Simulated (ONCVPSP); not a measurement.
# Pseudopotential generation for Nb: ONCV, PBE

Do these settings give a usable potential? It is generated, then checked for transferability, scattering, ghosts and hardness.

Program: ONCVPSP 4.0.1. Reference atom: PBE, non-relativistic, spherical and spin-unpolarised. All values are calculated.

## Step 1: The atom and the settings

Typed settings, in words:

```json
{"element": "niobium (Nb, Z = 41)", "type": "optimised norm-conserving Vanderbilt (ONCV)", "frozen core": "[Ar] 3d10 4s2", "valence charge": "11", "reference configuration": "4p6 4d4 5s0.5 (charge +0.5)", "partial waves": "5s: rc 2.75 bohr, ncon 4, nbas 9, qcut 2.2 1/bohr, 2 projectors, debl 1.9 Ha; 4p: rc 2.20 bohr, ncon 3, nbas 7, qcut 7.7 1/bohr, 2 projectors, debl 1.5 Ha; 4d: rc 1.95 bohr, ncon 3, nbas 6, qcut 4.6 1/bohr, 1 projector; f scattering state at 0.02 Ha: rc 2.60 bohr, ncon 4, nbas 7, qcut 4.2 1/bohr, 3 projectors, debl 3.2 Ha", "local potential": "polynomial inside 1.45 bohr (lpopt 5, dvloc0 1 Ha)", "core correction": "Teter function, fcfact 5.75, rcfact 1.15"}
```

The nodes and maxima of the atom's own shells, from an earlier all-electron run, set the scale for the radii.

All-electron outer shells of the reference configuration (PBE, non-relativistic, ld1.x):

| shell | level (eV) | outermost node (bohr) | outermost maximum (bohr) |
| --- | --- | --- | --- |
| 4s | -58.38 | 0.55 | 1.06 |
| 4p | -36.94 | 0.55 | 1.13 |
| 5s | -6.27 | 1.44 | 3.08 |
| 4d | -6.20 | 0.55 | 1.47 |
| 5p | -3.26 | 1.63 | 3.95 |

## Step 2: Generating the potential

Nb.dat reads:

```
# ATOM AND REFERENCE CONFIGURATION
# atsym  z   nc   nv     iexc    psfile
  Nb 41.00    7    3        4      upf
#
#   n    l    f
    1    0    2.00
    2    0    2.00
    2    1    6.00
    3    0    2.00
    3    1    6.00
    3    2   10.00
    4    0    2.00
    4    1    6.00
    4    2    4.00
    5    0    0.50
#
# PSEUDOPOTENTIAL AND OPTIMIZATION
# lmax
    3
#
#   l,   rc,      ep,       ncon, nbas, qcut
    0    2.75    0.00    4    9    2.20
    1    2.20    0.00    3    7    7.70
    2    1.95    0.00    3    6    4.60
    3    2.60    0.02    4    7    4.20
#
# LOCAL POTENTIAL
# lloc, lpopt,  rc(5),   dvloc0
    4    5    1.45    1.00
#
# VANDERBILT-KLEINMAN-BYLANDER PROJECTORs
# l, nproj, debl
    0    2    1.90
    1    2    1.50
    2    1    3.30
    3    3    3.20
#
# MODEL CORE CHARGE
# icmod, fcfact, rcfact
    3    5.75    1.15
#
# LOG DERIVATIVE ANALYSIS
# epsh1, epsh2, depsh
   -3.00    5.00    0.02
#
# OUTPUT GRID
# rlmax, drl
    6.00    0.01
#
# TEST CONFIGURATIONS
# ncnf
    4
# nvcnf
#   n    l    f
    3
    4    1    6.00
    4    2    4.00
    5    0    1.00
#
    3
    4    1    6.00
    4    2    4.00
    5    0    0.00
#
    3
    4    1    6.00
    4    2    3.00
    5    0    0.00
#
    3
    4    1    5.00
    4    2    4.00
    5    0    1.00
#
```

Launch:

```bash
$ oncvpspnr.x < Nb.dat > Nb.out
```

Q: Predict the outcome of this session. Wanted: cutoffs for 1 and 0.1 mHa per electron, occupied waves; bound ghosts; GHOST(+) flags; largest test error; largest phase difference near zero energy, channels read; rms error of d²Exc/dn², without and with the model core.

The runs gave:

| quantity | value |
| --- | --- |
| cutoffs for 1 and 0.1 mHa per electron, occupied waves | 26 Ha and 46 Ha |
| bound ghosts | s at -37.39 eV, d at -9.14 eV |
| GHOST(+) flags | none at low energy |
| largest test error (AE − PS) | -327 meV, for 4p5 4d4 5s1 |
| largest phase difference near zero energy, channels read | 3.143 rad |
| rms error of d²Exc/dn², without and with the model core | 3.05 and 1.86 mHa |

**Reading.** It has a bound ghost (s, d), a state that the atom doesn't have, and that rules the file out. By total energies transferability is poor: the largest error is 327 meV on 36.7 eV, for 4p5 4d4 5s1. It counts as of middling hardness, with 26 Ha needed at the looser tolerance. At the looser tolerance the 4d wave is the slowest; 4p needs 11 Ha. Near zero energy the largest phase difference among the channels read is 3.14 rad, in the d channel. A step near π is an extra or missing state, not a misfit of shape. The pseudo curves have a pole with no partner nearby in the atom's: d at -0.34 Ha.
